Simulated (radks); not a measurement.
**As³⁺ in [Ne] 3s2 3p4 3d10 4s2 5s2: an all-electron calculation**

The task here is to estimate one member of a computed series from the others.

Method: scalar-relativistic Kohn-Sham, LDA (Slater exchange, Perdew-Wang correlation), spin-unpolarised, spherical densities, finite nucleus. Code: radks (a radial shooting solver on a logarithmic mesh, Libxc functionals) version 1.

**The atom as given**

| Property | Result |
| --- | --- |
| element | arsenic (Z = 33) |
| charge | +3 |
| electrons | 30 |
| configuration | [Ne] 3s2 3p4 3d10 4s2 5s2 |
| nuclear rms radius | 4.0968 fm |

The outer shells:

As³⁺
```
[Ne] core
3s [↑↓]
3p [↑↓][↑ ][↑ ]
3d [↑↓][↑↓][↑↓][↑↓][↑↓]
4s [↑↓]
5s [↑↓]
```

The first run:

Settings of this run:

```text
Z 33
configuration [Ne] 3s2 3p4 3d10 4s2 5s2 4p0 4d0 6s0 4f0
relativity scalar-relativistic
functional lda,pw
spin unpolarised
nucleus finite rms 4.0968 fm
c 137.035999084
```

Run with:

```sh
> python run_ks.py task.json out
```

The same process makes all the runs of this session.

One table of the session follows, with a row left open; its other results are not shown here.

It belongs to the step «Orbitals and density». Sizes of the orbitals, from the radial functions (bohr):

```
level      <r>  outermost maximum (interpolated)  90 % within  nodes
   1s  0.04555                            0.0298       0.0814      0
   2s   0.2029                             0.170        0.314      1
   2p   0.1771                             0.136        0.289      0
   3s   0.5888                             0.518        0.876      2
   3p   0.6012                             0.515        0.916      1
   3d   0.6222                             0.462         1.02      0
   4s        ?                                 ?            ?      ?
   4p    1.730                              1.54         2.54      2
   4d    2.273                              1.97         3.41      1
   5s    3.345                              3.21         4.71      4
   4f    3.492                              3.08         5.21      0
   6s    5.949                              5.99         8.28      5
```

Q: Estimate the row for 4s from the others.

**Answer.** <r>: 1.552; outermost maximum (interpolated): 1.40; 90 % within: 2.25; nodes: 3. In the column «<r>» it lies between 3d (0.6222) and 4p (1.730).
